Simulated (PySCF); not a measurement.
# W³⁺: dipole response in ANO-RCC-VTZP

How polarisable is W³⁺ at the levels listed below?

Method: unrestricted determinants in a Gaussian basis, no spin-orbit coupling in the energies. Code: PySCF 2.14.0.

### 1 Starting point

- Element: tungsten (Z = 74)
- Basis: ANO-RCC-VTZP (8s7p5d3f2g1h, 104 functions)
- Hamiltonian: the spin-free X2C one-electron Hamiltonian (Gaussian nucleus)
- State 1: W³⁺: [Xe] 4f14 5d3, high-spin 4F determinant
- Methods: PBE0

The outer shells:

W3+ [Xe] 4f14 5d3
```
[Xe] core
4f [↑↓][↑↓][↑↓][↑↓][↑↓][↑↓][↑↓]
5d [↑ ][↑ ][↑ ][  ][  ]
```

One driver process ran all states and methods and kept the integrals in memory. Each run is shown as a PySCF script that sums up its settings (the driver passes frozen orbitals as a list and adds second-order terms of double hybrids); the logs are those of the runs themselves. The driver starts from symmetry-adapted Hartree-Fock orbitals, holds the occupation by maximum overlap and uses a logarithmic radial grid for functionals, so a plain start would take other cycles.

The integrals over 104 functions and the set-up took 33 s of CPU time.

### 2 W³⁺, at PBE0

#### PBE0

input.py

```python
from pyscf import gto, scf, dft, mp, cc
import basis_set_exchange as bse
mol = gto.M(atom="W 0 0 0", charge=3, spin=3, symmetry="D2h",
            basis=gto.basis.parse(bse.get_basis("ANO-RCC-VTZP", elements=["W"], fmt="nwchem")),
            nucmod="G")
mf = dft.UKS(mol, xc="PBE0").sfx2c1e()
mf.irrep_nelec = {'Ag': (9, 9), 'B1g': (3, 2), 'B2g': (3, 2), 'B3g': (3, 2), 'Au': (1, 1), 'B1u': (6, 6), 'B2u': (6, 6), 'B3u': (6, 6)}
mf.kernel()
```

The log of the run:

```text
damping factor = 0
level_shift factor = 0
DIIS = <class 'pyscf.scf.diis.CDIIS'>
diis_start_cycle = 1
diis_space = 10
diis_damp = 0
SCF conv_tol = 1e-09
SCF conv_tol_grad = None
number electrons alpha = 37  beta = 34
XC functionals = PBE0
    C. Adamo and V. Barone.,  J. Chem. Phys. 110, 6158 (1999)
    M. Ernzerhof and G. E. Scuseria.,  J. Chem. Phys. 110, 5029 (1999)
cycle= 1 E= -16140.9414710746  delta_E= -0.0119  |g|= 0.267  |ddm|= 0.11
cycle= 2 E= -16140.9367057376  delta_E= 0.00477  |g|= 0.379  |ddm|= 0.069
cycle= 3 E= -16140.9458742522  delta_E= -0.00917  |g|= 0.00405  |ddm|= 0.0425
cycle= 4 E= -16140.9458755362  delta_E= -1.28e-06  |g|= 0.000591  |ddm|= 0.000735
cycle= 5 E= -16140.9458755762  delta_E= -4e-08  |g|= 2.36e-05  |ddm|= 0.000137
cycle= 6 E= -16140.9458755762  delta_E= -2.91e-11  |g|= 1.04e-06  |ddm|= 3.12e-06
converged SCF energy = -16140.9458755762  <S^2> = 3.7517836  2S+1 = 4.0008917
```

CPU time 48 s on a shared host, the integrals not counted.

Orbital energies by shell (radii are means over both spins):

| shell | electrons | mean orbital energy (eV) | spread (eV) | rms radius (bohr) |
| --- | --- | --- | --- | --- |
| 1s β | 1 | -69435.2 | 0 | 0.0208 |
| 1s α | 1 | -69435.1 | 0 | 0.0208 |
| 2s α | 1 | -12045.3 | 0 | 0.0839 |
| 2s β | 1 | -12045.1 | 0 | 0.0839 |
| 2p α | 3 | -10573.8 | 0 | 0.0762 |
| 2p β | 3 | -10573.7 | 0 | 0.0762 |
| 3s α | 1 | -2813.1 | 0 | 0.215 |
| 3s β | 1 | -2813.1 | 0 | 0.215 |
| 3p α | 3 | -2372.9 | 0 | 0.216 |
| 3p β | 3 | -2372.9 | 0 | 0.216 |
| 3d α | 5 | -1849.2 | 0.063 | 0.197 |
| 3d β | 5 | -1849.1 | 0.082 | 0.197 |
| 4s α | 1 | -611.48 | 0 | 0.478 |
| 4s β | 1 | -611.30 | 0 | 0.478 |
| 4p α | 3 | -465.64 | 0 | 0.509 |
| 4p β | 3 | -465.46 | 0 | 0.509 |
| 4d α | 5 | -275.80 | 0.071 | 0.551 |
| 4d β | 5 | -275.56 | 0.236 | 0.551 |
| 5s α | 1 | -112.48 | 0 | 1.13 |
| 5s β | 1 | -110.57 | 0 | 1.13 |
| 5p α | 3 | -75.795 | 0 | 1.31 |
| 5p β | 3 | -73.128 | 0 | 1.31 |
| 4f α | 7 | -66.660 | 0.012 | 0.676 |
| 4f β | 7 | -66.307 | 0.354 | 0.676 |
| 5d α | 3 | -33.927 | 0 | 1.88 |

⟨S²⟩ = 3.752, ⟨L²⟩ = 12.01.

The driver then solved the coupled dipole response at imaginary frequencies: mean α = 6.670 bohr³, C₆ = 34.88 au for a like pair.

Spin-orbit coupling, absent here, splits the open shell strongly.

Radial density 4πr²ρ of W³⁺ at PBE0, without picture-change correction:

| r (bohr) | density | spin density |
| --- | --- | --- |
| 0.000303 | 2.45 | 0.000 |
| 0.000509 | 5.17 | 0.000 |
| 0.000856 | 10.5 | 0.000 |
| 0.00144 | 20.6 | 0.000 |
| 0.00242 | 38.1 | 0.000 |
| 0.00407 | 64.0 | -0.001 |
| 0.00685 | 92.0 | -0.001 |
| 0.0115 | 104 | -0.001 |
| 0.0194 | 91.7 | -0.002 |
| 0.0326 | 100 | -0.001 |
| 0.0549 | 136 | 0.038 |
| 0.0923 | 106 | 0.148 |
| 0.155 | 124 | 0.076 |
| 0.261 | 68.1 | 0.021 |
| 0.439 | 75.8 | 0.259 |
| 0.738 | 29.2 | 0.093 |
| 1.24 | 12.1 | 1.971 |
| 2.09 | 2.22 | 1.271 |
| 3.51 | 0.121 | 0.115 |
| 5.91 | 0.000196 | 0.000 |

### 3 Polarisabilities and C₆

W³⁺, in atomic units:

| method | mean α | C₆ (like pair) | S(−4) |
| --- | --- | --- | --- |
| PBE0 | 6.670 | 34.88 | 16.00 |

α(iu) at PBE0:

| u (hartree) | α(iu) (bohr³) |
| --- | --- |
| 0 | 6.670 |
| 0.0500 | 6.631 |
| 0.100 | 6.518 |
| 0.200 | 6.136 |
| 0.300 | 5.666 |
| 0.500 | 4.798 |
| 0.750 | 3.981 |
| 1.00 | 3.363 |
| 1.50 | 2.469 |
| 2.00 | 1.868 |
| 3.00 | 1.166 |
| 5.00 | 0.5892 |

### 4 Results

| quantity | value |
| --- | --- |
| α of W³⁺ | 6.670 (PBE0) bohr³ |

**Reading.** A single London oscillator with the computed α and C₆ of W³⁺ at PBE0 would have ω = 4 C₆ / (3 α²) = 1.05 hartree. All values hold for this basis alone; no basis-set limit was taken.
